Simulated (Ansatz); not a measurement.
# C2H6OSi2: a ladder of functionals and wavefunction methods

The task here is to estimate one member of a computed series from the others.

The runs use Ansatz 0.2.0, Gaussian basis; functionals in def2-TZVPP, the program's frozen cores in correlated methods.

Plan: LDA (SPW92), PBE-D4, revPBE-D4, BLYP-D4, r2SCAN-D4, B97M-V, PBE0-D4, B3LYP-D4, r2SCANh-D4, r2SCAN0-D4, HSE06-D4, BHLYP-D4, CAM-B3LYP-D4, LC-ωPBE, ωB97X-V, ωB97M-V, B2PLYP, PBE-QIDH; CCSD(T)/def2-SVP; CCSD(T)/def2-TZVPP; MP2/def2-QZVPP; extrapolation to the limit; RPA on PBE.

## The geometry

An earlier PBE0-D4 in a triple-zeta def2 set relaxation fixed the geometry.

SMILES `OC1=C[SiH2][SiH2]1`, 11 atoms, charge 0, spin multiplicity 1.

Atoms are counted from 1 here; the program's logs count them from 0.

Bond lengths: O1–C2 1.344 Å, O1–H6 0.966 Å, C2–C3 1.355 Å, C2–Si5 1.892 Å, C3–Si4 1.861 Å, C3–H7 1.090 Å, Si4–Si5 2.325 Å, Si4–H8 1.489 Å, Si4–H9 1.489 Å, Si5–H10 1.488 Å, Si5–H11 1.488 Å. Angles: C2–O1–H6 109.6°, O1–C2–C3 127.8°, O1–C2–Si5 126.6°, C3–C2–Si5 105.7°, C2–C3–Si4 104.3°, C2–C3–H7 123.4°, Si4–C3–H7 132.3°, C3–Si4–Si5 76.2°, C3–Si4–H8 115.8°, C3–Si4–H9 115.8°, Si5–Si4–H8 119.4°, Si5–Si4–H9 119.4°, H8–Si4–H9 107.7°, C2–Si5–Si4 73.9°, C2–Si5–H10 114.2°, C2–Si5–H11 114.2°, Si4–Si5–H10 121.0°, Si4–Si5–H11 121.0° and more.

Geometry (Å):

```
O     0.7283    2.1332   -0.5138
C     0.3039    0.9015   -0.1828
C    -0.1128    0.4660    1.0304
Si   -0.5444   -1.3229    0.7521
Si    0.1679   -0.5916   -1.3365
H     0.6991    2.7059    0.2632
H    -0.1510    1.1012    1.9160
H    -1.9756   -1.6825    0.9512
H     0.2798   -2.3121    1.5000
H    -0.7968   -0.4118   -2.4551
H     1.4669   -1.0437   -1.9043
```

The first run:

The input, in.yaml:

```yaml
crystal:
  periodic: [false, false, false]
  atoms:
    - {symbol: O, position_ang: [0.728317, 2.133202, -0.513838]}
    - {symbol: C, position_ang: [0.303933, 0.901470, -0.182763]}
    - {symbol: C, position_ang: [-0.112801, 0.466016, 1.030439]}
    - {symbol: Si, position_ang: [-0.544430, -1.322920, 0.752072]}
    - {symbol: Si, position_ang: [0.167880, -0.591630, -1.336487]}
    - {symbol: H, position_ang: [0.699107, 2.705911, 0.263239]}
    - {symbol: H, position_ang: [-0.150995, 1.101154, 1.916001]}
    - {symbol: H, position_ang: [-1.975612, -1.682497, 0.951240]}
    - {symbol: H, position_ang: [0.279799, -2.312082, 1.500037]}
    - {symbol: H, position_ang: [-0.796831, -0.411809, -2.455125]}
    - {symbol: H, position_ang: [1.466935, -1.043715, -1.904315]}
basis:
  gaussian: {orbitals: def2-TZVPP}
hamiltonian: {xc: lda}
output: {orbitals: {seedname: orbitals}}
```

The run is started by

```
> ansatz run in.yaml --threads 4 --pin off --events-out ev --progress --plain --max-ram 10444MiB
```

Steps of the session up to this table: LDA; PBE-D4 (GGA); revPBE-D4 (GGA); BLYP-D4 (GGA); r2SCAN-D4 (meta-GGA); B97M-V (meta-GGA); PBE0-D4 (hybrid); B3LYP-D4 (hybrid); r2SCANh-D4 (hybrid); r2SCAN0-D4 (hybrid); HSE06-D4 (hybrid); BHLYP-D4 (hybrid); CAM-B3LYP-D4 (range-separated); LC-ωPBE (range-separated); ωB97X-V (range-separated); ωB97M-V (range-separated); B2PLYP (double hybrid); PBE-QIDH (double hybrid).

One table of the session follows, with a row left open; its other results are not shown here.

It belongs to the step «Orbital energies across the functionals». 

```
  functional  HOMO (eV)  gap (eV)
 LDA (SPW92)      -6.20      4.78
      PBE-D4      -6.05      4.84
   revPBE-D4      -5.99      4.87
     BLYP-D4      -5.87      4.84
   r2SCAN-D4      -6.26      5.25
      B97M-V      -6.34      5.31
     PBE0-D4          ?         ?
    B3LYP-D4      -6.94      6.52
  r2SCANh-D4      -6.69      6.04
  r2SCAN0-D4      -7.33      7.21
    HSE06-D4      -6.78      6.17
    BHLYP-D4      -8.14      9.01
CAM-B3LYP-D4      -8.42      9.39
     LC-ωPBE      -9.76     11.83
     ωB97X-V      -9.41     11.40
     ωB97M-V      -9.33     10.95
```

Estimate the missing values for PBE0-D4.

**Answer.** HOMO (eV): -7.18; gap (eV): 6.95. In the column «HOMO (eV)» it lies between r2SCAN0-D4 (-7.33) and B3LYP-D4 (-6.94).
